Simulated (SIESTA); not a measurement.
## In under changes of volume

One of the cells (26.987 Å³/atom); the others are scaled copies at fixed shape and fractional positions:

```
CELL_PARAMETERS angstrom
3.38612 0.00000 0.00000
-1.69306 2.93247 0.00000
0.00000 0.00000 10.87123
ATOMIC_POSITIONS crystal
In 0.66667 0.33333 0.75000
In 0.00000 0.00000 0.50000
In 0.33333 0.66667 0.25000
In 0.00000 0.00000 0.00000
```

This isn't the form of In at room conditions, which is tetragonal.

```yaml
Program: SIESTA 5.4.2
Functional: PBEsol
Potentials_or_basis: PseudoDojo 0.4 standard (PBEsol files)
Basis: DZP (energy shift 0.003 Ry; two zetas on semicore shells)
Grid_cutoff: 500 Ry
Energy_shift: 0.003 Ry
k_mesh: 9 × 9 × 3
Occupations: fermi-dirac, width 0.05 eV
Spin: no spin polarisation
```

```tsv
volume (Å³/atom)	energy over the lowest point (meV/atom)	pressure (GPa)
24.870	6.11	2.1
25.400	1.22	0.9
25.929	0.00	-0.1
26.987	6.64	-1.8
27.516	?	?
28.045	22.90	-3.1
```

Problem. What does the run at 27.516 Å³/atom give?

Solution. Energy over the lowest point 13.73 meV/atom; pressure -2.5 GPa.

Worked out: A Birch-Murnaghan fit of order 3 (a polynomial in V^(-2/3)) to the other rows has its minimum at 25.86 Å³/atom with B0 = V·E''(V) = 48 GPa and B' = 5.8 at fixed shape and positions, which overstates the stiffness. It gives 13.73 meV/atom at 27.516 Å³/atom, against the run's 13.73, and -dE/dV = -2.5 GPa, against -2.5.

Energies are extrapolated to zero smearing.

Caveats: the basis of atomic orbitals isn't converged, which shifts pressures, moduli and gaps.
